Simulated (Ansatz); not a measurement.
# CH₄GaO radical: small, medium and large basis sets

The task here is to estimate one member of a computed series from the others.

Computed with Ansatz 0.2.0, Gaussian basis. Level: one geometry, several basis sets.

Plan: PBE0-D4/def2-SVP; ωB97M-V/def2-SVP; PBE0-D4/def2-QZVPP; ωB97M-V/def2-QZVPP; the functionals' def2-TZVPP values are taken from earlier runs.

## The geometry

The geometry comes from an earlier relaxation with PBE0-D4 in a triple-zeta def2 set; it is a stationary point, not always the lowest conformer.

SMILES `[CH3][Ga][OH]`, 7 atoms, charge 0, spin multiplicity 2.

Atoms are counted from 1 here; the program's logs count them from 0.

Bond lengths: C1–Ga2 2.009 Å, C1–H4 1.093 Å, C1–H5 1.088 Å, C1–H6 1.093 Å, Ga2–O3 1.805 Å, O3–H7 0.961 Å. Angles: Ga2–C1–H4 108.1°, Ga2–C1–H5 111.7°, Ga2–C1–H6 108.1°, H4–C1–H5 109.8°, H4–C1–H6 109.3°, H5–C1–H6 109.8°, C1–Ga2–O3 117.7°, Ga2–O3–H7 114.4°.

Set-up of the first run:

in.yaml reads:

```yaml
crystal:
  periodic: [false, false, false]
  atoms:
    - {symbol: C, position_ang: [-0.826536, 0.551064, -0.249745]}
    - {symbol: Ga, position_ang: [1.056703, 0.055300, -0.742147]}
    - {symbol: O, position_ang: [1.919400, -1.122736, 0.319790]}
    - {symbol: H, position_ang: [-1.428460, -0.361076, -0.251525]}
    - {symbol: H, position_ang: [-1.248469, 1.272482, -0.947014]}
    - {symbol: H, position_ang: [-0.813629, 0.973454, 0.758073]}
    - {symbol: H, position_ang: [1.402191, -1.436488, 1.066868]}
basis:
  gaussian: {orbitals: def2-SVP}
magnetization: {spin_polarized: true, initial_magnetization: 1}
hamiltonian: {xc: pbe0, dispersion: d4}
output: {orbitals: {seedname: orbitals}}
```

Run with:

```bash
$ ansatz run in.yaml --threads 2 --pin off --events-out ev --progress --plain --max-ram 32768MiB --backend cpu
```

Steps of the session up to this table: PBE0-D4 in def2-SVP; ωB97M-V in def2-SVP; PBE0-D4 in def2-QZVPP; ωB97M-V in def2-QZVPP.

One table of the session follows, with a row left open; its other results are not shown here.

It belongs to the step «Density functionals: the series». 

```
functional       basis  HOMO (eV)  LUMO (eV)
   PBE0-D4    def2-SVP      -5.60      -2.35
   PBE0-D4  def2-TZVPP      -5.68      -2.43
   PBE0-D4  def2-QZVPP      -5.71      -2.49
   ωB97M-V    def2-SVP      -7.59      -0.70
   ωB97M-V  def2-TZVPP          ?          ?
   ωB97M-V  def2-QZVPP      -7.72      -0.90
```

Estimate the missing values for ωB97M-V, def2-TZVPP.

As computed: HOMO (eV): -7.68; LUMO (eV): -0.77. In the column «HOMO (eV)» it lies between ωB97M-V, def2-QZVPP (-7.72) and ωB97M-V, def2-SVP (-7.59).
